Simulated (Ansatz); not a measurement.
# ScH3: the cost of one run

Computed with Ansatz 0.2.0 (DFT r2SCAN, scalar-relativistic, plane waves, PAW, unless a step's input says otherwise).

## Step 1: Starting point

The structure is tetragonal, space group I4/mmm (No. 139). The conventional cell has a = 3.322 Å, b = 3.322 Å, c = 4.888 Å, α = 90.00°, β = 90.00°, γ = 90.00°. Sc (site symmetry 4/mmm) has 14 H at 2.06 to 2.44 Å as nearest neighbours. Around H (site symmetry -4m2) lie 4 Sc at 2.06 Å and 4 H at 2.06 Å. H (site symmetry 4/mmm) has 8 H at 2.06 Å and 6 Sc at 2.35 to 2.44 Å as nearest neighbours.

Structure file:

```
Sc H
1.0
    -1.66078    1.66078    2.44382
     1.66078   -1.66078    2.44382
     1.66078    1.66078   -2.44382
Sc H
1 3
Direct
  0.00000 0.00000 0.00000
  0.75000 0.25000 0.50000
  0.25000 0.75000 0.50000
  0.50000 0.50000 0.00000
```

Source of the structure: the Materials Project (structure only).

(A quick probe on a coarse mesh, which set the mesh and smearing, is not shown.)

## Step 3: Relaxing cell and atoms

input.yaml reads:

```yaml
crystal:
  lattice:
    - [-1.66077598, 1.66077598, 2.44382376]
    - [1.66077598, -1.66077598, 2.44382376]
    - [1.66077598, 1.66077598, -2.44382376]
  atoms:
    - { symbol: Sc, position: [0.0, 0.0, 0.0] }
    - { symbol: H, position: [0.75, 0.25, 0.5] }
    - { symbol: H, position: [0.25, 0.75, 0.5] }
    - { symbol: H, position: [0.5, 0.5, 0.0] }
basis:
  ecutwfc: 500
kpoints:
  mp_grid: { grid: [18, 18, 18] }
hamiltonian:
  xc: r2scan
scf:
  occupations: { method: gaussian, width: 0.1 }
output:
  forces: true
  stress: true
  eigenvalues: true
  write_density: true
  write_potential: true
  elf: true
  volumetric_format: npy
relax:
  adjacent_minimum: "off"
  f_tol: 0.005
  max_steps: 80
  cell: { stress_tol: 0.05 }
```

Command:

```console
$ ansatz run input.yaml --threads 1 --pin off --max-ram 2560MiB --backend cpu --events-out ev --progress --plain --runs-dir out
```

What time and memory should one allow on 1 thread of Intel Xeon Platinum 8259CL at 2.50GHz (Skylake/Cascade Lake), shared host?

About 2.2 min, with a peak of 0.6 GiB.
